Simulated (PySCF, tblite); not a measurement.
# C₃H₁₁NSSi₂: geometry, infrared bands and NMR shifts

Aim: predict the infrared bands and NMR shifts of C₃H₁₁NSSi₂ (`C=CC[Si@H](S)N[SiH3]`).

Computed with tblite 0.8.0 and PySCF 2.14.0, with density-fitted response routines of our own, on a single molecule in the gas phase. Atoms count from 0, in the outputs and in this text.

## (1) The molecule as given

18 atoms, charge 0, multiplicity 1; geometry from: force field or distance geometry start.

Bonds of the start (Å): C0–C1 1.35, C1–C2 1.49, C2–Si3 1.89, Si3–S4 2.13, Si3–N5 1.70, N5–Si6 1.68, C0–H7 1.09, C0–H8 1.08, C1–H9 1.10, C2–H10 1.10, C2–H11 1.09, Si3–H12 1.47, S4–H13 1.34, N5–H14 1.02, Si6–H15 1.49, Si6–H16 1.48, Si6–H17 1.48.

## (2) Relaxing the molecule with GFN2-xTB

The job: settings as JSON, then the geometry in Å.

```
{"job": {"kind": "relax", "xc": "GFN2-xTB", "basis": "xTB"}, "charge": 0, "multiplicity": 1}
C      3.062700    -0.355400    -0.097200
C      1.761000    -0.563200     0.191400
C      0.672100    -0.645900    -0.821500
Si    -0.715600     0.625300    -0.648400
S      0.089400     2.581200    -0.908200
N     -1.399000     0.689400     0.908300
Si    -2.478300    -0.581300     1.146100
H      3.812000    -0.313100     0.691200
H      3.396400    -0.210200    -1.116900
H      1.483000    -0.716700     1.249100
H      0.225300    -1.649500    -0.776000
H      1.076100    -0.549000    -1.833200
H     -1.784100     0.436500    -1.643000
H      1.062100     2.460000     0.001400
H     -1.896100     1.578100     1.004100
H     -2.991200    -0.462600     2.543500
H     -1.777000    -1.873000     0.974000
H     -3.607600    -0.444300     0.203600
```

Started as:

```console
$ OMP_NUM_THREADS=1 python probes_run.py task.json out
```

This one command runs all jobs of the session in turn.

**Question.** This job is followed by: GFN2-xTB harmonic vibrations, gas phase; GIAO PBE0/pcSseg-1 NMR shielding, non-relativistic, gas phase. Predict these results of the whole session: strongest single infrared mode (GFN2-xTB); zero-point energy (GFN2-xTB); 13C shifts against TMS (PBE0/pcSseg-1); 1H shifts against TMS (PBE0/pcSseg-1, means over atoms taken as alike); 29Si shifts against TMS (PBE0/pcSseg-1); 33S shifts against CS2 (PBE0/pcSseg-1); 15N shifts against NH3 (PBE0/pcSseg-1).

**Answer**, as computed:

```
                                                              quantity                                                      value
                             strongest single infrared mode (GFN2-xTB)                                       819 cm⁻¹, 469 km/mol
                                          zero-point energy (GFN2-xTB)                                              79.4 kcal/mol
                                13C shifts against TMS (PBE0/pcSseg-1)                                     142.1, 121.4, 26.0 ppm
1H shifts against TMS (PBE0/pcSseg-1, means over atoms taken as alike)  6.19, 5.46, 5.43, 5.17, 4.74, 2.50, 1.50, 1.28, -0.18 ppm
                               29Si shifts against TMS (PBE0/pcSseg-1)                                            -8.9, -60.3 ppm
                                33S shifts against CS2 (PBE0/pcSseg-1)                                                   -230 ppm
                                15N shifts against NH3 (PBE0/pcSseg-1)                                                   20.5 ppm
```

**Reading.** The optimisation took 116 steps and gained 0.507 eV; among the close pairs (by a distance rule), N5–Si6 changed most, from 1.684 to 1.740 Å. No mode is imaginary among the 48: a minimum at this level. The strongest single mode, at 819 cm⁻¹, is spread over several atoms, H16, H17, Si6, H15 among them. Unscaled tight-binding wavenumbers are off by several per cent, some by more. Its intensities can rank the bands wrongly. C1 (alkene CH) lies farthest downfield among carbon, at 142.1 ppm; as expected for a trigonal carbon in a double bond. H9 (hydrogen on an alkene CH) lies farthest downfield among hydrogen, at 6.19 ppm; attached to an sp2 carbon and in the plane of the double bond. At PBE0/pcSseg-1: The widest tensor belongs to C1: span 244 ppm, with a paramagnetic part of -214 ppm.
